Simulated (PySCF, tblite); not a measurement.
# C₇H₈O: geometry, infrared bands and NMR shifts

Aim: predict the infrared bands and NMR shifts of C₇H₈O (`C#CC(=O)CC1CC1`).

The runs use tblite 0.8.0 and PySCF 2.14.0, with density-fitted response routines of our own; the level of theory stands in each step. All values are computed, except where a source is named. Atoms are numbered from 0 throughout.

**1. The starting structure**

16 atoms, charge 0, multiplicity 1; geometry from: force field or distance geometry start.

Bonds of the start (Å): C0–C1 1.21, C1–C2 1.43, C2–O3 1.26, C2–C4 1.47, C4–C5 1.51, C5–C6 1.51, C6–C7 1.50, C7–C5 1.51, C0–H8 1.07, C4–H9 1.13, C4–H10 1.12, C5–H11 1.11, C6–H12 1.10, C6–H13 1.11, C7–H14 1.12, C7–H15 1.09.

**2. Geometry optimisation with GFN2-xTB**

Job settings and geometry (Å):

```
{"job": {"kind": "relax", "xc": "GFN2-xTB", "basis": "xTB"}, "charge": 0, "multiplicity": 1}
C      3.424600     0.646000     0.052300
C      2.499700    -0.130700     0.169400
C      1.443400    -1.071500     0.353500
O      1.688500    -2.128900     0.985100
C      0.072100    -0.898300    -0.142000
C     -0.822200    -0.061100     0.747800
C     -2.249900     0.161200     0.296000
C     -1.228300     1.241100     0.102800
H      4.220300     1.347100    -0.067000
H     -0.445100    -1.904000    -0.163200
H     -0.016700    -0.509600    -1.193200
H     -0.722400    -0.124500     1.852700
H     -2.564100    -0.519700    -0.510500
H     -3.013000     0.392000     1.067200
H     -0.960100     1.401700    -0.970400
H     -1.334600     2.168000     0.675600
```

The run is started by

```console
OMP_NUM_THREADS=1 python probes_run.py task.json out
```

One launch serves the whole session: the jobs run in the order shown.

**Question.** This job is followed by: GFN2-xTB harmonic vibrations, gas phase; GIAO PBE0/pcSseg-1 NMR shielding, non-relativistic, gas phase. Predict these results of the whole session: strongest single infrared mode (GFN2-xTB); zero-point energy (GFN2-xTB); 13C shifts against TMS (PBE0/pcSseg-1, means over atoms taken as alike); 1H shifts against TMS (PBE0/pcSseg-1, means over atoms taken as alike); 17O shifts against H2O (PBE0/pcSseg-1).

**Answer**, as computed:

```
                                                               quantity                                   value
                              strongest single infrared mode (GFN2-xTB)                   1742 cm⁻¹, 354 km/mol
                                           zero-point energy (GFN2-xTB)                           79.2 kcal/mol
13C shifts against TMS (PBE0/pcSseg-1, means over atoms taken as alike)  191.6, 88.3, 86.1, 55.3, 11.8, 8.4 ppm
 1H shifts against TMS (PBE0/pcSseg-1, means over atoms taken as alike)        2.77, 2.24, 0.75, 0.74, 0.48 ppm
                                 17O shifts against H2O (PBE0/pcSseg-1)                               704.7 ppm
```

The optimisation took 94 steps and gained 0.616 eV; among the close pairs (by a distance rule), C2–O3 changed most, from 1.256 to 1.206 Å. No mode is imaginary among the 42: a minimum at this level. The strongest single mode, at 1742 cm⁻¹, moves mainly C2 and O3. Unscaled tight-binding wavenumbers are off by several per cent, some by more. Its intensities can rank the bands wrongly. At PBE0/pcSseg-1: The largest span, 1325 ppm, is at O3, where the paramagnetic term is -762 ppm.
